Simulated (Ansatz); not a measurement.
I need a single point in a Gaussian basis of C₂H₃AlF₂Te, SMILES C=[C](F)[Al]([F])[TeH]. Use Ansatz 0.2.0, Python API. Settings: B97, def2-SVP basis, multiplicity 1.

```
atom    x (Å)    y (Å)    z (Å)
   C   0.5059  -1.6221   0.3055
   C   1.0156  -0.4743  -0.1963
   F   2.3272  -0.4295  -0.4241
  Al   0.0129   1.1366  -0.6228
   F   0.7376   2.5961  -1.2888
  Te  -2.6400   1.1180  -0.2239
   H   1.0962  -2.4421   0.5240
   H  -0.5735  -1.6127   0.4663
   H  -2.3933   1.6837   1.4429
```

Script `energy_c2h3alf2te.py`:
```python
"""Single point of C2H3AlF2Te in a Gaussian basis."""

import logging
import sys

import ansatz
import numpy as np
import pandas as pd

logging.basicConfig(stream=sys.stdout, format="%(name)s: %(message)s")
log = logging.getLogger("run")
log.setLevel(logging.INFO)


def main() -> None:
    mol = (
        ansatz.Crystal.molecule()
        .atom("C", (0.5059, -1.6221, 0.3055))
        .atom("C", (1.0156, -0.4743, -0.1963))
        .atom("F", (2.3272, -0.4295, -0.4241))
        .atom("Al", (0.0129, 1.1366, -0.6228))
        .atom("F", (0.7376, 2.5961, -1.2888))
        .atom("Te", (-2.64, 1.118, -0.2239))
        .atom("H", (1.0962, -2.4421, 0.524))
        .atom("H", (-0.5735, -1.6127, 0.4663))
        .atom("H", (-2.3933, 1.6837, 1.4429))
    )

    model = (
        mol.calculation()
        .basis(gaussian="def2-SVP")
        .functional(ansatz.LibraryFunctional("B97"))
        .forces()
    )
    trace = []
    done = model.session().plan().execute(on_event=trace.append)
    report = done.report
    for event in trace:
        if event["event"] == "mean_field_evaluation" and event["data"]["evaluation"] <= 25:
            log.info("pass {evaluation:3d}  E = {energy_ev:.6f} eV  gradient {gradient_ev:.1e}".format(**event["data"]))

    log.info(f"E = {report['free_energy_ev']:.6f} eV = {report['free_energy_ev'] / 27.211386246:.7f} Ha")
    print("converged:", report["converged"], " doubts:", report["published_state_doubts"] or "none")

    symbols = [site.symbol for site in mol.cartesian_sites]
    log.info("forces (eV/A)")
    for symbol, f in zip(symbols, report["forces_ev_ang"]):
        log.info(f"  {symbol:2s} {f[0]:9.4f} {f[1]:9.4f} {f[2]:9.4f}")

    charges = report["charge_distribution"]
    table = pd.DataFrame({"atom": symbols, "mulliken": charges["mulliken_charges_e"], "lowdin": charges["lowdin_charges_e"]})
    print(table.round(3).to_string())
    print("dipole (e A):", np.round(charges["dipole_moment_e_ang"], 4) + 0.0)


if __name__ == "__main__":
    main()
```

```console
$ python energy_c2h3alf2te.py
run: pass   1  E = -21431.536600 eV  gradient 5.3e+01
run: pass   2  E = -21420.780293 eV  gradient 9.0e+01
run: pass   3  E = -21437.444902 eV  gradient 1.2e+01
run: pass   4  E = -21437.714929 eV  gradient 4.0e+00
run: pass   5  E = -21437.748248 eV  gradient 1.1e+00
run: pass   6  E = -21437.748203 eV  gradient 1.1e+00
run: pass   7  E = -21437.886304 eV  gradient 1.4e+00
run: pass   8  E = -21437.889839 eV  gradient 5.9e-01
run: pass   9  E = -21437.890460 eV  gradient 2.2e-01
run: pass  10  E = -21437.890556 eV  gradient 3.4e-02
run: pass  11  E = -21437.890563 eV  gradient 3.5e-02
run: pass  12  E = -21437.890565 eV  gradient 1.9e-02
run: pass  13  E = -21437.890566 eV  gradient 3.2e-03
run: pass  14  E = -21437.890566 eV  gradient 1.2e-03
run: pass  15  E = -21437.890566 eV  gradient 1.2e-03
run: pass  16  E = -21437.890566 eV  gradient 1.5e-04
run: pass  17  E = -21437.890566 eV  gradient 7.8e-05
run: pass  18  E = -21437.890566 eV  gradient 7.8e-05
run: pass  19  E = -21437.890566 eV  gradient 7.8e-05
run: E = -21437.890591 eV = -787.8279481 Ha
converged: True  doubts: none
run: forces (eV/A)
run:   C    -1.7208    2.9038   -0.7962
run:   C    -0.2837   -0.7004    0.2679
run:   F     1.1040    0.1850   -0.2174
run:   Al   -0.4724    1.9345   -0.6084
run:   F    -0.7752   -1.9329    0.8468
run:   Te    0.9696    0.4685    1.1089
run:   H     1.3844   -2.0544    0.5343
run:   H    -0.0909   -0.3650    0.1637
run:   H    -0.1150   -0.4391   -1.2996
  atom  mulliken  lowdin
0    C    -0.004  -0.001
1    C    -0.067  -0.199
2    F    -0.201   0.097
3   Al     0.829   0.196
4    F    -0.405  -0.112
5   Te    -0.277  -0.002
6    H     0.037  -0.005
7    H     0.062   0.023
8    H     0.025   0.002
dipole (e A): [-0.1379 -0.3899  0.1884]
```

Caveats:
- Total energies depend on the basis set; only differences at equal settings carry meaning.
- The geometry is a force-field or estimated start, not a minimum of this method, and the basis set is short of its limit.
- def2 sets replace the cores of elements past krypton by effective core potentials.
- The Löwdin charges here are taken after orthogonalising the functions within each atom; they differ from plain Löwdin charges, and their signs can be unphysical.
- Early passes use coarser integrals and grids, so their energies can't be compared with the last.
- Hardware and time: 14 s on 1 thread of Arm Neoverse V2, on a shared host, peak memory 0.43 GiB.

(Lines on the test bed's own set-up are left out of the output.)
